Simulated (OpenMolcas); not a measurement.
# CH4AlClO (SMILES C[O][AlH][Cl]): levels of theory compared

We compute a comparison of 6 runs (B3LYP/6-31G*, BHLYP/6-31G*, BLYP/6-31G*, PBE0/6-31G*, r2SCAN/6-31G*, CCSD(T)/6-31G*) of CH4AlClO. 

The calculation is run with OpenMolcas 26.06.

1 further run of the same task is left out (set aside as unsound or not needed).

## (1) The structure to begin with

CH4AlClO: 8 atoms, total charge 0, spin state singlet. SMILES: `C[O][AlH][Cl]`. Geometry: relaxed at PBE0-D4/def2-TZVP. This is one conformer, not always the lowest.

Bond lengths: C1–O2 1.400 Å, O2–Al3 1.672 Å, Al3–Cl4 2.097 Å, C1–H5 1.094 Å, C1–H6 1.096 Å, C1–H7 1.094 Å, Al3–H8 1.563 Å. Angles: C1–O2–Al3 136.5°, O2–Al3–Cl4 118.9°, O2–C1–H5 109.9°, O2–C1–H6 112.3°, O2–C1–H7 109.8°, O2–Al3–H8 119.8°, Cl4–Al3–H8 121.3°, H5–C1–H6 108.3°, H5–C1–H7 108.0°, H6–C1–H7 108.3°.

## (2) Energy and forces at B3LYP/6-31G(d) (spherical functions) (run 1)

File mol.input:

```
* CH4AlClO Kohn-Sham DFT
>>> EXPORT MOLCAS_PRINT=2
&gateway
baslib
$CurrDir
basisset
C.6-31Gs....
C1 0.132200 1.250600 0.263000 angstrom
End of Basis
basisset
O.6-31Gs....
O2 0.645300 0.052000 -0.246000 angstrom
End of Basis
basisset
Al.6-31Gs....
Al3 0.103400 -1.519700 -0.426600 angstrom
End of Basis
basisset
Cl.6-31Gs....
Cl4 -1.829000 -2.007800 0.224400 angstrom
End of Basis
basisset
H.6-31Gs....
H5 0.118400 2.012400 -0.522500 angstrom
H6 -0.886500 1.136200 0.650000 angstrom
H7 0.770200 1.612600 1.075000 angstrom
H8 1.038000 -2.593300 -1.072900 angstrom
End of Basis
&seward
gridinput
Grid=UltraFine
End of Grid
&scf
ksdft
B3LYP
thresholds
1e-10 1e-07 1e-07 1e-05
prorbitals
0
&alaska
```

The basis set 6-31G* is read from a file made from the Basis Set Exchange's data (not shown).

Run with:

```bash
$ export MOLCAS_MEM=1860
$ pymolcas mol.input > mol.log
```

The program printed:

```text
--- Start Module: gateway ---
[...]
--- Stop Module: gateway /rc=_RC_ALL_IS_WELL_ ---
[...]
      Basis functions           72
[...]
--- Start Module: scf ---
[...]
       Convergence after  13 Iterations
[...]
::    Total KS-DFT energy                            -818.4661523628
[...]
      Total spin, S                                     0.0000000000
[...]
      Total electronic charge=   48.000000
      Total            charge=   -0.000000
[...]
      Dipole Moment (debye):
      Origin of the operator (angstrom)=   -0.5130   -0.9916   -0.0459
                   X=  6.4736E-01               Y=  1.1652E+00               Z=  3.5344E-02           Total=  1.3334E+00
      Quadrupole Moment (debye*angstrom):
[...]
 *              Molecular gradients               *
 **************************************************
  Irreducible representation: a
 ------------------------------------------------------------------------------------------
                              X                       Y                       Z
 ------------------------------------------------------------------------------------------
  C1                2.56496018668562E-03   -5.10442436365643E-03   -2.32201003741439E-03
  O2               -7.14367936078553E-03   -3.86906002207787E-03    1.89422598547928E-03
  AL3              -1.61696461809946E-03    8.69460527786003E-03    2.85007762893308E-03
  CL4               6.32286200654519E-03    2.14199124081560E-03   -1.99650171814714E-03
  H5               -4.74009594554903E-05   -1.50278682659355E-03    1.40048036205220E-03
  H6                1.70285726727792E-03   -2.36197259275539E-04   -7.45697813856694E-04
  H7               -1.22101741024228E-03   -7.95256046294712E-04   -1.47592581240064E-03
  H8               -5.61617111998203E-04    6.71127999315235E-04    3.95351405375166E-04
[...]
```

It took 16 s on 1 thread of Intel Xeon 6975P-C (Granite Rapids), shared host; peak memory 0.42 GiB.

## (3) Energy and gradient at BHLYP/6-31G(d) (spherical functions) (run 2)

File run.inp:

```
>>> EXPORT MOLCAS_PRINT=2
&gateway
baslib=$CurrDir
coord
8
angstrom
C        0.132200       1.250600       0.263000
O        0.645300       0.052000      -0.246000
Al       0.103400      -1.519700      -0.426600
Cl      -1.829000      -2.007800       0.224400
H        0.118400       2.012400      -0.522500
H       -0.886500       1.136200       0.650000
H        0.770200       1.612600       1.075000
H        1.038000      -2.593300      -1.072900
basis=6-31Gs
group=NoSym
&seward
gridinput
Grid=UltraFine
End of Grid
&scf
ksdft=HYB_GGA_XC_BHANDHLYP
thresholds=1e-10 1e-07 1e-07 1e-05
prorbitals=1
&alaska
```

The basis set 6-31G* is read from a file made from the Basis Set Exchange's data (not shown).

Run with:

```bash
$ export MOLCAS_MEM=1860
$ pymolcas run.inp > run.log
```

The program printed:

```text
--- Start Module: gateway ---
[...]
--- Stop Module: gateway /rc=_RC_ALL_IS_WELL_ ---
[...]
      Basis functions           72
[...]
--- Start Module: scf ---
[...]
       Convergence after  13 Iterations
[...]
::    Total KS-DFT energy                            -818.3727558162
[...]
      Total spin, S                                     0.0000000000
[...]
      Total electronic charge=   48.000000
      Total            charge=   -0.000000
[...]
      Dipole Moment (debye):
      Origin of the operator (angstrom)=   -0.5130   -0.9916   -0.0459
                   X=  6.7261E-01               Y=  1.0957E+00               Z=  7.7038E-03           Total=  1.2857E+00
      Quadrupole Moment (debye*angstrom):
[...]
 *              Molecular gradients               *
 **************************************************
  Irreducible representation: a
 ------------------------------------------------------------------------------------------
                              X                       Y                       Z
 ------------------------------------------------------------------------------------------
  C1                1.06364644009421E-03   -3.23127729180506E-03   -1.24092862959335E-03
  O2                2.79614620115609E-04   -4.89540355773332E-03   -1.34414589510046E-03
  AL3              -2.44597576341299E-03    3.49780060756189E-03    1.86739285546800E-03
  CL4               1.58621511123513E-03    6.22776327489305E-04   -4.82182263317199E-04
  H5               -1.97841597582099E-04    3.41302973270574E-03   -3.00080024177296E-03
  H6               -4.24365730893728E-03   -1.81672949487899E-04    1.69353823891005E-03
  H7                2.40851540583664E-03    1.80267990318428E-03    3.38793019784100E-03
  H8                1.54948309260394E-03   -1.02793277184610E-03   -8.80804262447743E-04
[...]
```

Wall time 15 s (1 thread of Intel Xeon 6975P-C (Granite Rapids), shared host); peak memory 0.42 GiB.

Runs 3 to 5 aren't shown in full; the table further down has their settings and results.

## (4) The energy at CCSD(T)/6-31G(d) (spherical functions) (run 6)

File run.input:

```
* CH4AlClO CCSD(T)

&GATEWAY
  BasLib
  $CurrDir
  Coord
  8
  angstrom
  C        0.132200       1.250600       0.263000
  O        0.645300       0.052000      -0.246000
  Al       0.103400      -1.519700      -0.426600
  Cl      -1.829000      -2.007800       0.224400
  H        0.118400       2.012400      -0.522500
  H       -0.886500       1.136200       0.650000
  H        0.770200       1.612600       1.075000
  H        1.038000      -2.593300      -1.072900
  Basis
  6-31Gs
  Group
  NoSym

&SEWARD

&SCF
  Thresholds
  1e-10 1e-07 1e-07 1e-05
  PrOrbitals
  1 2

&RASSCF
  FileOrb
  $Project.ScfOrb
  Spin
  1
  Nactel
  0 0 0
  Inactive
  24
  Ras2
  0
  OutOrbitals
  Canonical
  OrbListing
  Nothing

&MOTRA
  JobIph
  Frozen
  12

&CCSDT
  CCT
  Triples
  2
  Iterations
  80
  Accuracy
  1e-08
  Extrapolation
  5 4
```

The basis set 6-31G* is read from a file made from the Basis Set Exchange's data (not shown).

Run with:

```bash
$ export MOLCAS_MEM=1860
$ pymolcas run.input > run.log
```

The program printed:

```text
--- Start Module: gateway ---
[...]
--- Stop Module: gateway /rc=_RC_ALL_IS_WELL_ ---
[...]
      Basis functions           72
[...]
       Convergence after  12 Iterations
[...]
::    Total SCF energy                               -816.5533921414
[...]
      Total spin, S                                     0.0000000000
[...]
      Number of active orbitals                  0
[...]
      Spin quantum number                      0.0
[...]
      Active orbitals                            0
[...]
      Number of CSFs                             1
[...]
      Number of root(s) required                 1
[...]
      Convergence after  4 iterations
[...]
      Natural orbitals and occupation numbers for root  1
      ************************************************************************************************************************
      *                                                    Final results                                                     *
      ************************************************************************************************************************
[...]
::    RASSCF root number  1 Total energy:   -816.55339214
[...]
      Total electronic charge=   48.000000
      Total            charge=   -0.000000
[...]
      Dipole Moment (debye):
      Origin of the operator (angstrom)=   -0.5130   -0.9916   -0.0459
                   X=  6.9342E-01               Y=  1.0624E+00               Z= -8.9536E-03           Total=  1.2687E+00
      Quadrupole Moment (debye*angstrom):
[...]
--- Start Module: motra ---
[...]
--- Stop Module: motra /rc=_RC_ALL_IS_WELL_ ---
--- Start Module: ccsdt ---
[...]
      Convergence after                    15  Iterations
      Total energy (diff) :    -817.07193318       0.00000001
[...]
 METHOD                       : CCSD+T(CCSD)+<T3(1)WT1> = CCSD(T)
[...]
       CCSD     =      -817.0719331808911
[...]
```

Run time: 14 s. Hardware: 1 thread of Intel Xeon 6975P-C (Granite Rapids), shared host; peak memory 0.42 GiB.

## (5) All runs side by side

```
run                                 level      task  integration grid  energy (Eh)  dipole moment (D) of the reference  HOMO energy (eV)  LUMO energy (eV)  wall time
  1    B3LYP/6-31G* (spherical functions)  gradient         UltraFine  -818.466152                                1.33             -8.07             -0.85       16 s
  2    BHLYP/6-31G* (spherical functions)  gradient         UltraFine  -818.372756                                1.29             -9.82              0.09       15 s
  3     BLYP/6-31G* (spherical functions)  gradient         UltraFine  -818.380779                                1.38             -6.67             -1.27       17 s
  4     PBE0/6-31G* (spherical functions)  gradient         UltraFine  -818.030643                                1.33             -8.36             -0.66       16 s
  5   r2SCAN/6-31G* (spherical functions)  gradient         UltraFine  -818.307037                                1.40             -7.17             -1.05       20 s
  6  CCSD(T)/6-31G* (spherical functions)    energy                 –  -817.083749                                1.27            -12.25              1.97       14 s
```

## (6) Outcome

| quantity | value |
| --- | --- |
| run 6: total energy | -817.08375 Eh |
| run 6: dipole moment (mean-field density) | 1.27 D |
| run 6: HOMO energy (Hartree–Fock orbitals) | -12.25 eV |
| run 6: LUMO energy (Hartree–Fock orbitals) | 1.97 eV |
| run 6: HOMO–LUMO gap (Hartree–Fock orbitals) | 14.22 eV |
| run 6: correlation energy (12 core orbitals frozen) | -530.4 mEh |
| run 6: (T) correction | -11.82 mEh |

In words: Over runs 1, 2, 3, 4, 5 the dipole moment (its size) runs from 1.29 D (BHLYP/6-31G*) to 1.40 D (r2SCAN/6-31G*). Over runs 1, 2, 3, 4, 5 the HOMO–LUMO gap runs from 5.40 eV (BLYP/6-31G*) to 9.92 eV (BHLYP/6-31G*). Totals of different functionals can't be ranked against each other. All runs together took 98 s, the longest 20 s.
